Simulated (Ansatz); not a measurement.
# Li8TiS6: the cost of one run

Method: DFT, PBE, plane-wave PAW, default files, scalar-relativistic, as far as a step names no other, in Ansatz 0.2.0.

### Step 1. The starting structure

It takes space group P6_3cm (No. 185, hexagonal). The conventional cell has a = 6.852 Å, b = 6.852 Å, c = 13.335 Å, α = 90.00°, β = 90.00°, γ = 120.00°. Li (site symmetry m) has 4 S at 2.43 to 2.52 Å and 1 Li at 2.75 Å as nearest neighbours. Around Li (site symmetry m) lie 4 S at 2.43 to 2.66 Å and 1 Li at 2.75 Å. Li (site symmetry 3) is surrounded by 4 S at 2.44 to 2.47 Å. Ti (site symmetry 3m) is surrounded by 4 S at 2.25 to 2.30 Å. S (site symmetry m) is surrounded by 1 Ti at 2.25 Å and 4 Li at 2.44 to 2.46 Å. Around S (site symmetry 3) lie 7 Li at 2.43 to 2.47 Å. Around S (site symmetry 3m) lie 1 Ti at 2.30 Å and 6 Li at 2.52 to 2.66 Å.

Structure file:

```cif
data_structure
_symmetry_space_group_name_H-M 'P 1'
_symmetry_Int_Tables_number 1
_cell_length_a 6.8521
_cell_length_b 6.8521
_cell_length_c 13.3345
_cell_angle_alpha 90.000
_cell_angle_beta 90.000
_cell_angle_gamma 120.000
_cell_volume 542.19
loop_
_atom_site_label
_atom_site_type_symbol
_atom_site_fract_x
_atom_site_fract_y
_atom_site_fract_z
_atom_site_occupancy
Li1 Li 0.68185 0.68185 0.26601 1
Li2 Li 0.61983 0.61983 0.63048 1
Li3 Li 0.38017 0.38017 0.13048 1
Li4 Li 0.31815 0.31815 0.76601 1
Li5 Li 0.66667 0.33333 0.90173 1
Li6 Li 0.66667 0.33333 0.40173 1
Li7 Li 0.31815 0.00000 0.26601 1
Li8 Li 0.38017 0.00000 0.63048 1
Li9 Li 0.61983 0.00000 0.13048 1
Li10 Li 0.00000 0.68185 0.76601 1
Li11 Li 0.68185 0.00000 0.76601 1
Li12 Li 0.00000 0.61983 0.13048 1
Li13 Li 0.33333 0.66667 0.40173 1
Li14 Li 0.33333 0.66667 0.90173 1
Li15 Li 0.00000 0.38017 0.63048 1
Li16 Li 0.00000 0.31815 0.26601 1
Ti1 Ti 0.00000 0.00000 0.49838 1
Ti2 Ti 0.00000 0.00000 0.99838 1
S1 S 0.68545 0.68545 0.45023 1
S2 S 0.31455 0.31455 0.95023 1
S3 S 0.66667 0.33333 0.71642 1
S4 S 0.00000 0.00000 0.67083 1
S5 S 0.00000 0.00000 0.17083 1
S6 S 0.66667 0.33333 0.21642 1
S7 S 0.31455 0.00000 0.45023 1
S8 S 0.00000 0.68545 0.95023 1
S9 S 0.68545 0.00000 0.95023 1
S10 S 0.33333 0.66667 0.21642 1
S11 S 0.33333 0.66667 0.71642 1
S12 S 0.00000 0.31455 0.45023 1
```

### Step 2. Single point at the given positions

Contents of input.yaml:

```yaml
crystal:
  lattice:
    - [6.8520915326, 0.0, 0.0]
    - [-3.4260457663, 5.9340853363, 0.0]
    - [0.0, 0.0, 13.33450914]
  atoms:
    - { symbol: Li, position: [0.68184853, 0.68184853, 0.26600771] }
    - { symbol: Li, position: [0.61982788, 0.61982788, 0.6304777] }
    - { symbol: Li, position: [0.38017212, 0.38017212, 0.1304777] }
    - { symbol: Li, position: [0.31815147, 0.31815147, 0.76600771] }
    - { symbol: Li, position: [0.6666666667, 0.3333333333, 0.90173386] }
    - { symbol: Li, position: [0.6666666667, 0.3333333333, 0.40173386] }
    - { symbol: Li, position: [0.31815147, 0.0, 0.26600771] }
    - { symbol: Li, position: [0.38017212, 0.0, 0.6304777] }
    - { symbol: Li, position: [0.61982788, 0.0, 0.1304777] }
    - { symbol: Li, position: [0.0, 0.68184853, 0.76600771] }
    - { symbol: Li, position: [0.68184853, 0.0, 0.76600771] }
    - { symbol: Li, position: [0.0, 0.61982788, 0.1304777] }
    - { symbol: Li, position: [0.3333333333, 0.6666666667, 0.40173386] }
    - { symbol: Li, position: [0.3333333333, 0.6666666667, 0.90173386] }
    - { symbol: Li, position: [0.0, 0.38017212, 0.6304777] }
    - { symbol: Li, position: [0.0, 0.31815147, 0.26600771] }
    - { symbol: Ti, position: [0.0, 0.0, 0.49838446] }
    - { symbol: Ti, position: [0.0, 0.0, 0.99838446] }
    - { symbol: S, position: [0.68544691, 0.68544691, 0.45022843] }
    - { symbol: S, position: [0.31455309, 0.31455309, 0.95022843] }
    - { symbol: S, position: [0.6666666667, 0.3333333333, 0.7164227] }
    - { symbol: S, position: [0.0, 0.0, 0.67083086] }
    - { symbol: S, position: [0.0, 0.0, 0.17083086] }
    - { symbol: S, position: [0.6666666667, 0.3333333333, 0.2164227] }
    - { symbol: S, position: [0.31455309, 0.0, 0.45022843] }
    - { symbol: S, position: [0.0, 0.68544691, 0.95022843] }
    - { symbol: S, position: [0.68544691, 0.0, 0.95022843] }
    - { symbol: S, position: [0.3333333333, 0.6666666667, 0.2164227] }
    - { symbol: S, position: [0.3333333333, 0.6666666667, 0.7164227] }
    - { symbol: S, position: [0.0, 0.31455309, 0.45022843] }
kpoints:
  mp_grid: { grid: [5, 5, 2] }
scf:
  occupations: { method: fermi_dirac, width: 0.02 }
hamiltonian:
  xc: pbe
  pseudopotentials: { kind: paw }
output:
  forces: true
  stress: true
  populations: true
  efg:
    quadrupole_moments_barn: { Li: -0.0401, Ti: 0.247, S: -0.0694 }
    contact_densities: true
```

Started as:

```console
$ ansatz run input.yaml --threads 1 --pin off --max-ram 2560MiB --backend cpu --events-out ev --progress --plain --runs-dir out
```

**Question.** How long does this run take on 1 thread of Arm Neoverse V2, shared host, and how much memory does it need?

About 71 s, with a peak of 0.97 GiB.
